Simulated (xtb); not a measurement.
**AlSiPH5Cl (SMILES P[SiH2][AlH][Cl]): GFN2-xTB**

We compute an optimisation with harmonic vibrations of AlSiPH5Cl. 

The calculation is run with xtb 6.7.1.

2 further runs of the same task are left out: 2 that didn't finish.

## (1) The system as given

The species is AlSiPH5Cl (9 atoms), meant as a singlet with charge 0. SMILES: `P[SiH2][AlH][Cl]`. The shape comes from a force field and isn't a relaxed structure. This is one conformer, not always the lowest. The run starts from this shape.

Bond lengths: P1–Si2 2.144 Å, Si2–Al3 2.349 Å, Al3–Cl4 2.194 Å, P1–H5 1.442 Å, P1–H6 1.448 Å, Si2–H7 1.491 Å, Si2–H8 1.427 Å, Al3–H9 1.616 Å. Some angles: P1–Si2–Al3 108.5°, Si2–Al3–Cl4 122.2°, P1–Si2–H7 109.6°, P1–Si2–H8 110.8°, Al3–Si2–H7 109.3°, Al3–Si2–H8 108.6°, Si2–P1–H5 97.0°, Si2–P1–H6 96.9°, Si2–Al3–H9 118.5°, Cl4–Al3–H9 119.1°.

## (2) An optimisation with harmonic vibrations at GFN2-xTB

.CHRG reads:

```
0
```

.UHF reads:

```
0
```

input.xyz reads:

```xyz
9

P     -1.39830000     1.55470000     0.16450000
Si    -0.35820000    -0.14080000     0.96560000
Al     1.17920000    -0.89910000    -0.63970000
Cl     1.14080000    -2.94880000    -1.42020000
H     -0.23750000     2.25930000    -0.32150000
H     -1.71160000     0.97340000    -1.12460000
H      0.37620000     0.25950000     2.19930000
H     -1.26770000    -1.19990000     1.26240000
H      2.36550000     0.09540000    -1.10310000
```

On the command line:

```bash
$ xtb input.xyz --ohess --json --gfn 2 > xtb.out 2> xtb.err
```

**Question.** What will come out? Wanted: total energy at the end; dipole moment; HOMO energy; LUMO energy; HOMO–LUMO gap; dispersion energy; mean polarisability; lowest harmonic wavenumber; highest harmonic wavenumber.

**Answer.** As computed:

Level: GFN2-xTB.

```
                      quantity          value
       total energy at the end   -12.47470 Eh
                 dipole moment         1.77 D
                   HOMO energy      -10.02 eV
                   LUMO energy       -6.74 eV
                 HOMO–LUMO gap        3.28 eV
             dispersion energy  -17.26 kJ/mol
mean polarisability (D4 model)     94.9 bohr³
    lowest harmonic wavenumber        25 cm⁻¹
   highest harmonic wavenumber      2339 cm⁻¹
             zero-point energy   107.1 kJ/mol
```

What this shows: At the final geometry: Bond lengths: P1–Si2 2.265 Å, Si2–Al3 2.433 Å, Al3–Cl4 2.020 Å, P1–H5 1.388 Å, P1–H6 1.387 Å, Si2–H7 1.481 Å, Si2–H8 1.481 Å, Al3–H9 1.561 Å. Some angles: P1–Si2–Al3 103.3°, Si2–Al3–Cl4 130.6°, P1–Si2–H7 103.7°, P1–Si2–H8 103.8°, Al3–Si2–H7 119.9°, Al3–Si2–H8 120.1°, Si2–P1–H5 93.9°, Si2–P1–H6 93.9°, Si2–Al3–H9 115.1°, Cl4–Al3–H9 114.3°. All 21 modes are real, though the softest (25 cm⁻¹) is within numerical noise. Mulliken charges run from -0.29 on P1 to +0.40 on Si2.
